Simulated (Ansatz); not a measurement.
**BGeN (quintet): from Hartree-Fock to the top rungs, cc-pVTZ**

One table from this session's results is given with a row withheld; the runs are named, their logs left out.

The runs use Ansatz 0.2.0, Gaussian basis; cc-pVTZ, core rule «outside noble gas», up to 16 orbitals frozen.

To be run: UHF; CCSD(T) on ROHF; CCSD(T) on UHF; BCCD(T) on ROHF; CCSDT(Q) on ROHF; CCSDT(Q) on UHF; CASSCF and NEVPT2, 12 electrons in 12 orbitals.

6 further runs of the same task are left out: 6 set aside as unsound or not needed.

## The system

The geometry is a PBE0/def2-TZVP stationary point (not a proven minimum) of the parent state, kept for this charge and spin. No spin-orbit coupling is included. The filled d shell of Ge may be among the frozen orbitals whatever the setting's name suggests; the logs give the count.

3 atoms, charge 0, spin multiplicity 5.

Atoms are counted from 1 here; the program's logs count them from 0.

Bond lengths: B1–N2 1.267 Å, N2–Ge3 1.800 Å. Angles: B1–N2–Ge3 180.0°.

Geometry (Å):

```xyz
3
BGeN
B     0.0000    0.0000   -1.4446
N     0.0000    0.0000   -0.1777
Ge    0.0000    0.0000    1.6223
```

The first run:

in.yaml reads:

```yaml
crystal:
  periodic: [false, false, false]
  atoms:
    - {symbol: B, position_ang: [0.000000, 0.000000, -1.444600]}
    - {symbol: N, position_ang: [0.000000, 0.000000, -0.177700]}
    - {symbol: Ge, position_ang: [0.000000, 0.000000, 1.622300]}
basis:
  gaussian: {orbitals: cc-pVTZ}
magnetization: {spin_polarized: true, initial_magnetization: 4}
hamiltonian: {xc: hf}
output: {orbitals: {seedname: orbitals}}
```

Launch:

```bash
> ansatz run in.yaml --threads 1 --pin off --events-out ev --progress --plain --max-ram 2560MiB --backend cpu
```

Among the steps run: UHF; CCSD(T) on ROHF; CCSD(T) on UHF; BCCD(T) on ROHF; CCSDT(Q) on ROHF; CCSDT(Q) on UHF; CASSCF and NEVPT2, 12 electrons in 12 orbitals.

One table of the session follows, with a row left open; its other results are not shown here.

```
        method  from RCCSDT(Q) (kJ/mol)
          ROHF                   +891.9
           UHF                   +866.8
          RMP2                        ?
          UMP2                    +83.7
         RCCSD                    +52.5
         UCCSD                    +49.0
      RCCSD(T)                     +4.9
      UCCSD(T)                     +3.2
       BCCD(T)                     +5.0
        RCCSDT                     +3.3
        UCCSDT                     +0.6
     RCCSDT(Q)                        0
     UCCSDT(Q)                     -3.2
CASSCF valence                   +530.4
NEVPT2 valence                   +119.7
```

Q: Estimate the row for RMP2 from the others.

**Answer.** from RCCSDT(Q) (kJ/mol): +80.1. In the column «from RCCSDT(Q) (kJ/mol)» it lies between RCCSD (+52.5) and UMP2 (+83.7).

To keep in mind: Restricted and unrestricted rows rest on different reference determinants; where their highest levels disagree by more than a few hundredths of an eV, they describe different states and don't form one ladder.
